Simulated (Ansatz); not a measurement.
# FH3SeSi: the cost of one run

Program: Ansatz 0.2.0. Level of theory: RKS PBE0/def2-SVP. These are calculated values, not measurements.

**1. The system as given**

Bond lengths: F1–Si2 1.623 Å, Si2–Se3 2.258 Å, Si2–H4 1.460 Å, Si2–H5 1.483 Å, Se3–H6 1.555 Å. Angles: F1–Si2–Se3 108.8°, F1–Si2–H4 111.8°, F1–Si2–H5 110.4°, Se3–Si2–H4 108.6°, Se3–Si2–H5 110.1°, H4–Si2–H5 107.1°, Si2–Se3–H6 90.9°.

Structure file:

```xyz
6

F    -1.9404    0.5205   -0.4063
Si   -0.4057   -0.0073   -0.3909
Se    0.4865    0.4133    1.6402
H    -0.3220   -1.4421   -0.6474
H     0.3852    0.6714   -1.4466
H     1.8385   -0.2198    1.2048
```

**2. Relaxing the start**

input.yaml

```yaml
crystal:
  periodic: [false, false, false]
  atoms:
    - { symbol: F, position_ang: [-1.9404, 0.5205, -0.4063] }
    - { symbol: Si, position_ang: [-0.4057, -0.0073, -0.3909] }
    - { symbol: Se, position_ang: [0.4865, 0.4133, 1.6402] }
    - { symbol: H, position_ang: [-0.322, -1.4421, -0.6474] }
    - { symbol: H, position_ang: [0.3852, 0.6714, -1.4466] }
    - { symbol: H, position_ang: [1.8385, -0.2198, 1.2048] }
basis:
  gaussian: { orbitals: def2-SVP }
hamiltonian:
  xc: pbe0
relax:
  f_tol: 0.02
  max_steps: 40
scf:
  lower_state_search: "off"
```

On the command line:

```
> ansatz run input.yaml --threads 1 --pin off --max-ram 2048MiB --backend cpu --events-out ev --progress --plain --runs-dir out
```

**Question.** How long does this run take on 1 thread of Arm Neoverse V1, shared host, and how much memory does it need?

About 42 s, with a peak of 0.14 GiB.
